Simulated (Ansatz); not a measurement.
## ClFGaH, SMILES [F][GaH][Cl]: harmonic frequencies at the relaxed geometry, step by step

Program: Ansatz 0.2.0 through its Python package.

Typed at the interpreter:
```pycon
>>> import itertools
>>> import warnings
>>> import ansatz as az
>>> from ase import Atoms
>>> from ase.data import atomic_numbers, covalent_radii
>>> import numpy as np
>>> warnings.simplefilter("ignore", az.DeckWarning)
>>> atoms = Atoms(["F", "Ga", "Cl", "H"], positions=[
...     (-1.7519, -0.1453, 0.4091),
...     (-0.014, 0.1136, -0.2553),
...     (0.9445, -1.5031, 0.4127),
...     (0.877, 1.4745, -0.5868),
... ])
>>> mol = az.Crystal.molecule_from_ase(atoms)
>>> setup = mol.calculation().basis(gaussian="def2-SVP").functional("PBE", dispersion="d4")
>>> symbols = [site.symbol for site in mol.cartesian_sites]
>>> start = np.array([site.position_ang for site in mol.cartesian_sites], dtype=float)
>>> report = setup.relax(force_tolerance=0.003).run().report

>>> end = np.array(report["positions_ang"])
>>> radius = [covalent_radii[atomic_numbers[s]] for s in symbols]
>>> span = lambda where, i, j: np.linalg.norm(where[i] - where[j])
>>> bonded = [(i, j) for i, j in itertools.combinations(range(len(symbols)), 2) if min(span(start, i, j), span(end, i, j)) < 1.2 * (radius[i] + radius[j])]
>>> print("pair        before    after (A)")
pair        before    after (A)
>>> for i, j in bonded:
...     print(f"{symbols[i]}{i}-{symbols[j]}{j}".ljust(10), f"{span(start, i, j):8.4f} {span(end, i, j):8.4f}")
...
F0-Ga1       1.8785   1.7628
Ga1-Cl2      1.9947   2.1478
Ga1-H3       1.6601   1.5555
>>> minimum = az.Crystal.molecule()
>>> for symbol, place in zip(symbols, end):
...     minimum = minimum.atom(symbol, place.tolist())
...
>>> vibrating = (
...     minimum.calculation()
...     .basis(gaussian="def2-SVP")
...     .functional("PBE", dispersion="d4")
...     .phonons(temperatures=(298.15, 498.15, 100))
... )
>>> vib = vibrating.run().report["vibrations"]
>>> sums = vib["harmonic_sums"]
>>> modes = [m["omega_inv_cm"] for m in sums["modes_at_gamma"] if m["rigid_motion"] == "no"]
>>> for number, w in enumerate(modes, start=1):
...     print(f"mode {number:2d} {w:9.1f} 1/cm {w / 8065.544 * 1000:8.2f} meV")
...
mode  1     169.0 1/cm    20.95 meV
mode  2     421.5 1/cm    52.25 meV
mode  3     434.1 1/cm    53.82 meV
mode  4     572.7 1/cm    71.00 meV
mode  5     689.2 1/cm    85.45 meV
mode  6    2000.0 1/cm   247.97 meV
>>> print("imaginary modes:", sum(w < 0 for w in modes), " zero-point energy:", round(sums["zero_point_energy_ev"], 4), "eV")
imaginary modes: 0  zero-point energy: 0.2657 eV
>>> print("T (K)   F_vib (eV)   S_vib (meV/K)   C_vib (meV/K)")
T (K)   F_vib (eV)   S_vib (meV/K)   C_vib (meV/K)
>>> for row in zip(sums["temperatures_k"], sums["vibrational_free_energy_ev"], vib["entropy_ev_per_k"], vib["heat_capacity_ev_per_k"]):
...     print(f"{row[0]:6.1f} {row[1]:11.4f} {1000 * row[2]:13.4f} {1000 * row[3]:15.4f}")
...
 298.1      0.2411        0.2168          0.2885
 398.1      0.2148        0.3083          0.3423
 498.1      0.1798        0.3889          0.3770
```

The frequencies are harmonic and unscaled, in a modest basis. The result belongs to the one conformer reached from this start, and soft torsions count as harmonic oscillators. The whole script took 35 s on 1 thread of Intel(R) Xeon(R) Platinum 8488C (Sapphire Rapids) (shared host), peak memory 0.22 GiB.

(Lines on the test bed's own set-up are left out of the output.)
